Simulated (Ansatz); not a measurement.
Wanted: the native input for an Ansatz 0.2.0 run.

| Item | Value |
| --- | --- |
| Task | single point |
| Functional | PBE |
| Potentials or basis | all-electron LAPW, scalar-relativistic |
| Cutoff | 263 eV (chosen from the basis error) |
| Basis error allowed | 0.001 eV/atom |
| k mesh | 11 × 11 × 6 |
| Occupations | gaussian, width 0.05 eV |
| Spin | no spin polarisation |

Crystal: AgRh.

```xyz
2
Lattice="2.7776 0.0000 0.0000 -1.3888 2.4055 0.0000 0.0000 0.0000 4.8086" Properties=species:S:1:pos:R:3 pbc="T T T"
Ag    0.0000    0.0000    2.4043
Rh    1.3888    0.8018    0.0000
```

The cell comes from a database or a generator and needn't be the stable form of this composition.

The input as run:

input.yaml

```yaml
crystal:
  lattice:
    - [2.7775881998, 0.0, 0.0]
    - [-1.3887940999, 2.4054619423, 0.0]
    - [0.0, 0.0, 4.808602]
  atoms:
    - { symbol: Ag, position: [0.0, 0.0, 0.5] }
    - { symbol: Rh, position: [0.6666666667, 0.3333333333, 0.0] }
kpoints:
  mp_grid: { grid: [11, 11, 6] }
scf:
  occupations: { method: gaussian, width: 0.05 }
hamiltonian:
  xc: pbe
  pseudopotentials: { kind: all_electron, lapw: { basis_error: 0.001 } }
output:
  forces: true
  stress: true
  eigenvalues: true
```

Potentials or basis: all-electron LAPW, scalar-relativistic.

Run with:

```bash
$ ansatz run input.yaml --threads 1 --pin off --max-ram 3072MiB --backend cpu --events-out ev --progress --plain --runs-dir out
```

It gave:

```json
{
  "Pressure": "-2.4 GPa",
  "Band gap on the k mesh": "none (metal or under the smearing width)"
}
```

Run time: 17 s on 1 thread of Intel(R) Xeon(R) 6975P-C (Granite Rapids) (shared host), peak memory 0.42 GiB.
